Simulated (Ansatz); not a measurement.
# GaH2S: the cost of one run

Computed with Ansatz 0.2.0, Gaussian basis. Level: UKS PBE0/def2-TZVP.

## Step 1: The starting structure

4 atoms, charge 0, spin multiplicity 4.

Atoms are counted from 1 here; the program's logs count them from 0.

Bond lengths: S1–Ga2 2.346 Å, Ga2–H4 1.952 Å. Angles: S1–Ga2–H4 89.5°.

Geometry (Å):

```xyz
4
GaH2S
S    -1.6064    0.1555    0.0118
Ga    0.7282   -0.0703   -0.0053
H     0.2069    1.9283   -0.0072
H     0.5230   -2.0115    0.0019
```

The start was built by rule and, where that kept it together, relaxed with GFN2-xTB. Sticks and bond lists go by distance. No spin-orbit coupling is included. 

## Step 2: The run

The input, in.yaml:

```yaml
crystal:
  periodic: [false, false, false]
  atoms:
    - {symbol: S, position_ang: [-1.606384, 0.155469, 0.011759]}
    - {symbol: Ga, position_ang: [0.728210, -0.070296, -0.005331]}
    - {symbol: H, position_ang: [0.206904, 1.928261, -0.007166]}
    - {symbol: H, position_ang: [0.522986, -2.011477, 0.001860]}
basis:
  gaussian: {orbitals: def2-TZVP}
magnetization: {spin_polarized: true, initial_magnetization: 3}
hamiltonian: {xc: pbe0}
relax: {f_tol: 0.004, max_steps: 80}
```

The run is started by

```bash
> ansatz run in.yaml --threads 1 --pin off --events-out ev --progress --plain --max-ram 2176MiB
```

What time and memory should one allow on 1 thread of Intel Xeon Platinum 8259CL at 2.50GHz, shared host?

About 55 s, with a peak of 0.36 GiB.
